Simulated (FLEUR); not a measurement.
Crystal: HPbNO4.

```
H Pb N O
1.0
     3.85404    0.14384    0.09012
    -0.25320    5.52698    0.16471
    -0.48197   -1.92720    5.72025
H Pb N O
1 1 1 4
Direct
  0.10913 0.65718 0.54463
  0.61029 0.52127 0.15100
  0.91580 0.96263 0.95867
  0.01384 0.13639 0.88084
  0.72398 0.01057 0.12858
  0.00389 0.73732 0.87043
  0.11927 0.59324 0.37651
```

The cell was built by a generator and needn't be a form met in nature.

Base run:

```yaml
Program: FLEUR MaX-R8.1 (later development tree)
Functional: LDA
Potentials_or_basis: all-electron
Basis: FLAPW
Kmax: 5.83 1/bohr
k_mesh: 4 × 3 × 3
Occupations: fermi-dirac, width 0.05 eV
Spin: no spin polarisation
```

Its results: band gap on the k mesh 3.20 eV, indirect (least direct gap 3.30 eV).

**Question.** The run is repeated on the same cell with these changes: functional from LDA to PBEsol. What comes out?

**Answer.** Band gap on the k mesh 3.26 eV, indirect (least direct gap 3.35 eV).

Caveats: the plane-wave cutoff is short for the small spheres of the light atoms, so energies, forces and moduli aren't converged; the cutoff is high for the widest sphere, where the basis turns nearly dependent and energies can drift low; spin-orbit coupling is left out, which as a rule narrows the gap of such compounds by several tenths of an eV; an odd mesh through Γ misses points on the zone boundary, where band edges often lie.

Not every run made on this cell is shown here.
